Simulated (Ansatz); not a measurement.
# Cu3NF3: the cost of one run

Computed with the Python package of Ansatz 0.2.0. Level of theory: DFT PBE, plane waves, PAW.

**1. The structure**

Cu3NF3 Pm-3m: The structure is cubic, space group Pm-3m (No. 221). The conventional cell has a = 4.206 Å, b = 4.206 Å, c = 4.206 Å, α = 90.00°, β = 90.00°, γ = 90.00°. Cu (site symmetry 4/mmm) is surrounded by 2 N at 2.10 Å and 4 F at 2.10 Å. Around N (site symmetry m-3m) lie 6 Cu at 2.10 Å. F (site symmetry 4/mmm) has 4 Cu at 2.10 Å as nearest neighbours.

Cu Fm-3m: It takes space group Fm-3m (No. 225, cubic). Conventional cell: a = 3.615 Å, b = 3.615 Å, c = 3.615 Å, α = 90.00°, β = 90.00°, γ = 90.00°. Cu (site symmetry m-3m) has 12 Cu at 2.56 Å as nearest neighbours.

N in a box: It takes space group Pmmm (No. 47, orthorhombic). Conventional cell: a = 9.000 Å, b = 9.500 Å, c = 10.000 Å, α = 90.00°, β = 90.00°, γ = 90.00°. Around N (site symmetry mm2) lie 1 N at 1.11 Å.

F in a box: The structure is orthorhombic, space group Pmmm (No. 47). The conventional cell has a = 9.000 Å, b = 9.500 Å, c = 10.000 Å, α = 90.00°, β = 90.00°, γ = 90.00°. F (site symmetry mm2) has 1 F at 1.42 Å as nearest neighbours.

The script holds or builds the structure itself.

**2. Script**

The input, cu3nf3.py:

```python
'''Is Cu3NF3 bound against its elements, after relaxing cells and atoms.'''

from collections import Counter
from dataclasses import dataclass

import ansatz as az
import numpy as np


@dataclass(frozen=True)
class RunConfig:
    tolerance: float = 1e-09
    functional: str = 'PBE'
    ecut: int = 520
    kspacing: float = 0.26
    filling: str = 'fermi_dirac'
    width_ev: float = 0.02


opts = RunConfig()

PHASES = {
    'Cu3NF3': (
        [(4.206479, 0.0, 0.0), (0.0, 4.206479, 0.0), (0.0, 0.0, 4.206479)],
        [
            ('Cu', (0.5, 0.0, 0.5)),
            ('Cu', (0.5, 0.5, 0.0)),
            ('Cu', (0.0, 0.5, 0.5)),
            ('N', (0.5, 0.5, 0.5)),
            ('F', (0.0, 0.5, 0.0)),
            ('F', (0.0, 0.0, 0.5)),
            ('F', (0.5, 0.0, 0.0)),
        ],
    ),
    'Cu': (
        [(0.0, 1.8075, 1.8075), (1.8075, 0.0, 1.8075), (1.8075, 1.8075, 0.0)],
        [
            ('Cu', (0.0, 0.0, 0.0)),
        ],
    ),
    'N2': (
        [(9.0, 0.0, 0.0), (0.0, 9.5, 0.0), (0.0, 0.0, 10.0)],
        [
            ('N', (0.5, 0.5, 0.4445)),
            ('N', (0.5, 0.5, 0.5555)),
        ],
    ),
    'F2': (
        [(9.0, 0.0, 0.0), (0.0, 9.5, 0.0), (0.0, 0.0, 10.0)],
        [
            ('F', (0.5, 0.5, 0.429)),
            ('F', (0.5, 0.5, 0.571)),
        ],
    ),
}
MOMENTS = {'Cu': 0.6}  # parallel starting moments in muB


def build(vectors, sites):
    crystal = az.Crystal(lattice=az.Lattice.of(vectors))
    for symbol, position in sites:
        crystal = crystal.atom(symbol, position)
    return crystal

POLARISED = {'Cu3NF3'}

GASES = {'N2', 'F2'}


def ground_state(name, crystal):
    calc = crystal.calculation()
    calc = calc.scf(tolerance=opts.tolerance).functional(opts.functional)
    calc = calc.basis(opts.ecut).kpoints(spacing=opts.kspacing)
    calc = calc.occupations(opts.filling, width=opts.width_ev)
    calc = calc.stress()
    if name in POLARISED:
        calc = calc.spin('collinear')
    if name in GASES:
        return calc.kpoints(1, 1, 1).relax(force_tolerance=0.03).run(threads=1, pin='off')
    calc = calc.relax(force_tolerance=0.03, cell=True)
    return calc.run(threads=1, pin='off')


def counts(outcome):
    return Counter(site.symbol for site in outcome.lattice.sites)

def formation_energy(outcome, mu):
    n = counts(outcome)
    return (outcome.report['energy_sigma0_ev'] - sum(k * mu[element] for element, k in n.items())) / sum(n.values())


def volume_per_atom(outcome):
    return abs(np.linalg.det(outcome.lattice.cell_ang)) / len(outcome.lattice.sites)

phases = {name: build(*cell) for name, cell in PHASES.items()}
for name in ['Cu3NF3']:
    phases[name] = phases[name].moments({e: m for e, m in MOMENTS.items() if e in phases[name].species()})

done = {name: ground_state(name, crystal) for name, crystal in phases.items()}

# energy of one atom in its reference phase
references = {'Cu': 'Cu', 'N': 'N2', 'F': 'F2'}
mu = {element: done[name].report['energy_sigma0_ev'] / len(done[name].lattice.sites) for element, name in references.items()}

target = done['Cu3NF3']
heat = formation_energy(target, mu)
rows = [(name, len(o.lattice.sites), volume_per_atom(o), formation_energy(o, mu)) for name, o in done.items()]
print('| phase | atoms | V (A^3/atom) | E_form (eV/atom) |')
print('| --- | --- | --- | --- |')
for row in rows:
    print(f'| {row[0]} | {row[1]:d} | {row[2]:.3f} | {row[3]:.4f} |')
# no correction for the overbinding of the gas molecule is applied
```

**3. The calls as engine input**

The package turns the script's settings into the engine's input (first run):

```yaml
crystal:
  lattice:
    - [4.206479, 0.0, 0.0]
    - [0.0, 4.206479, 0.0]
    - [0.0, 0.0, 4.206479]
  atoms:
    - { symbol: Cu, position: [0.5, 0.0, 0.5] }
    - { symbol: Cu, position: [0.5, 0.5, 0.0] }
    - { symbol: Cu, position: [0.0, 0.5, 0.5] }
    - { symbol: "N", position: [0.5, 0.5, 0.5] }
    - { symbol: F, position: [0.0, 0.5, 0.0] }
    - { symbol: F, position: [0.0, 0.0, 0.5] }
    - { symbol: F, position: [0.5, 0.0, 0.0] }
basis:
  ecutwfc: 520.0
kpoints:
  mp_grid:
    kspacing: 0.26
hamiltonian:
  xc: pbe
magnetization:
  spin_polarized: true
  per_species:
    Cu: 0.6
scf:
  convergence:
    dr2_threshold: 1.0e-09
  occupations:
    method: fermi_dirac
    width: 0.02
relax:
  f_tol: 0.03
  cell: {}
output:
  stress: true
```

**4. Launch**

Started as:

```console
$ python cu3nf3.py
```

**Question.** How long does this script take on 1 thread of Arm Neoverse V2, shared host, and how much memory does it need?

About 72 s, with a peak of 0.77 GiB.
